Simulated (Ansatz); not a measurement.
# Cr (bcc type): how the settings move a single-point run

Aim: see which settings change the result for Cr (bcc type), by how much, and at what cost.

Method: reference: DFT, PBE, PAW with Ansatz's default frozen-core files, scalar-relativistic, in Ansatz 0.2.0.

1 further run of the same task is left out (it didn't finish).

## 1. The structure to begin with

Symmetry: Im-3m, No. 229, cubic system. Conventional cell: a = 2.467 Å, b = 2.467 Å, c = 2.467 Å, α = 90.00°, β = 90.00°, γ = 90.00°. Around Cr (site symmetry m-3m) lie 8 Cr at 2.14 Å.

Coordinates:

```
CELL_PARAMETERS angstrom
-1.23372 1.23372 1.23372
1.23372 -1.23372 1.23372
1.23372 1.23372 -1.23372
ATOMIC_POSITIONS crystal
Cr 0.00000 0.00000 0.00000
```

## 2. Baseline

Input file input.yaml:

```yaml
crystal:
  lattice:
    - [-1.2337158758, 1.2337158758, 1.2337158758]
    - [1.2337158758, -1.2337158758, 1.2337158758]
    - [1.2337158758, 1.2337158758, -1.2337158758]
  atoms:
    - { symbol: Cr, position: [0.0, 0.0, 0.0], spin: 2.0 }
magnetization:
  spin_polarized: true
kpoints:
  mp_grid: { grid: [21, 21, 21] }
scf:
  occupations: { method: fermi_dirac, width: 0.05 }
hamiltonian:
  xc: pbe
  pseudopotentials: { kind: paw }
output:
  forces: true
  stress: true
  eigenvalues: true
  populations: true
```

Run with:

```console
> ansatz run input.yaml --threads 1 --pin off --max-ram 3072MiB --backend cpu --events-out ev --progress --plain --runs-dir out
```

## 3. Variant: starting moments, occupations.method tetrahedron_uncorrected, mixing.algorithm anderson, mixing.beta 0.1, spin_polarized left out, width left out

input.yaml, as its differences from that of step 2:

```diff
@@ -6,5 +6,3 @@
   atoms:
-    - { symbol: Cr, position: [0.0, 0.0, 0.0], spin: 2.0 }
-magnetization:
-  spin_polarized: true
+    - { symbol: Cr, position: [0.0, 0.0, 0.0] }
 kpoints:
@@ -12,3 +10,4 @@
 scf:
-  occupations: { method: fermi_dirac, width: 0.05 }
+  occupations: { method: tetrahedron_uncorrected }
+  mixing: { algorithm: anderson, beta: 0.1 }
 hamiltonian:
```

Before running it: what results should come out? Wanted: for each run, ending; energy change; pressure; gap; force.

As calculated:

```tsv
run	ending	energy change	pressure (GPa)	gap (eV)	force (eV/Å)	cycles	time
reference	converged	0	265.3	0.00	0.00	9	4.7 s
1: starting moments, occupations.method tetrahedron_uncorrected, mixing.algorithm anderson, mixing.beta 0.1, spin_polarized left out, width left out	converged	+26.9 meV/atom (σ→0)	266.6	0.00	0.00	8	1.7 s
```

Residual by cycle in the longest SCF loop of each run; runs are numbered as in the table. The quantity is the density residual dr2, in eV.

```tsv
cycle	reference	run 1
1	3.93	0.00167
2	0.263	0.00138
3	0.00577	2.1e-5
4	0.00332	2.9e-6
5	1.9e-4	4.7e-7
6	1.0e-6	7.9e-8
7	1.2e-7	2.4e-8
8	4.0e-10	1.5e-10
9	1.1e-11	-
```

**Reading.** Changing the spin polarisation, smearing and mixing moves the energy by +26.9 meV/atom (σ→0 values), and the pressure goes from 265.3 to 266.6 GPa. Cost: 8 SCF cycles against 9, 1.7 s against 4.7 s. The structure is not at rest: the sound run finds 265 GPa, so these are no properties of the relaxed crystal. 
